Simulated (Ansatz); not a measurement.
**ZrH (quartet): the correlation ladder at distance Zr1–H2 = 2.544 Å, def2-TZVP**

The task here is to estimate one member of a computed series from the others.

The runs use Ansatz 0.2.0, Gaussian basis; def2-TZVP, core rule «outside noble gas», up to 4 orbitals frozen.

Plan: UHF; CCSD(T) on ROHF; CCSD(T) on UHF; CISD as a restricted active space (open shells left free, so some higher excitations enter); CCSDT(Q) on ROHF; CCSDT(Q) on UHF; CASSCF and MRCISD+Q, 5 electrons in 5 orbitals; CASSCF and NEVPT2, 5 electrons in 5 orbitals; Full CI.

38 further runs of the same task are left out: 21 for a known fault of the program, 9 that didn't finish, 8 set aside as unsound or not needed. Runs told in other sessions of the task aren't counted.

### The system

The geometry derives from a PBE0/def2-TZVP stationary point (not a proven minimum). One bond is set to the value named and the two fragments are kept rigid. No spin-orbit coupling is included. Elements past krypton take def2 core potentials.

2 atoms, charge 0, spin multiplicity 4.

Atoms are counted from 1 here; the program's logs count them from 0.

Bond lengths: Zr1–H2 2.544 Å.

Set-up of the first run:

The input, in.yaml:

```yaml
crystal:
  periodic: [false, false, false]
  atoms:
    - {symbol: Zr, position_ang: [0.000000, 0.000000, 0.000000]}
    - {symbol: H, position_ang: [0.000000, 0.000000, 2.544000]}
basis:
  gaussian: {orbitals: def2-TZVP}
magnetization: {spin_polarized: true, initial_magnetization: 3}
hamiltonian: {xc: hf}
output: {orbitals: {seedname: orbitals}}
```

Command:

```
ansatz run in.yaml --threads 1 --pin off --events-out ev --progress --plain --max-ram 2393MiB
```

Steps of the session up to this table: UHF; CCSD(T) on ROHF; CCSD(T) on UHF; CISD as a restricted active space (open shells left free, so some higher excitations enter); CCSDT(Q) on ROHF; CCSDT(Q) on UHF; CASSCF and MRCISD+Q, 5 electrons in 5 orbitals; CASSCF and NEVPT2, 5 electrons in 5 orbitals; Full CI.

One of the session's tables, all rows but one given; the rest of the session is left out.

| method | from FCI (kcal/mol) |
| --- | --- |
| ROHF | +35.38 |
| UHF | +32.94 |
| RMP2 | +11.33 |
| UMP2 | +9.09 |
| CISD | +1.98 |
| RCCSD | +1.40 |
| UCCSD | -0.68 |
| RCCSD(T) | +0.33 |
| UCCSD(T) | -1.71 |
| RCCSDT | -0.35 |
| UCCSDT | -2.29 |
| RCCSDT(Q) | ? |
| UCCSDT(Q) | -2.32 |
| CASSCF pair | +22.28 |
| NEVPT2 pair | +8.84 |
| MRCISD pair | +1.04 |
| MRCISD+Q pair | +0.14 |
| FCI | 0 |

**Question.** Estimate the row for RCCSDT(Q).

The run gave: from FCI (kcal/mol): -0.40. In the column «from FCI (kcal/mol)» it lies between UCCSD (-0.68) and RCCSDT (-0.35).

To keep in mind: UCCSD, UCCSD(T), RCCSDT, UCCSDT, RCCSDT(Q), UCCSDT(Q) fall below full CI: unrestricted runs freeze a spin-polarised core, another one than full CI's, and coupled cluster isn't variational. Levels on UHF freeze UHF's core orbitals, full CI those of ROHF, so the U rows can settle a little off it for that reason alone. Restricted and unrestricted rows rest on different reference determinants; a gap between their highest levels can come from leftover correlation error, from unlike frozen cores or from another state.
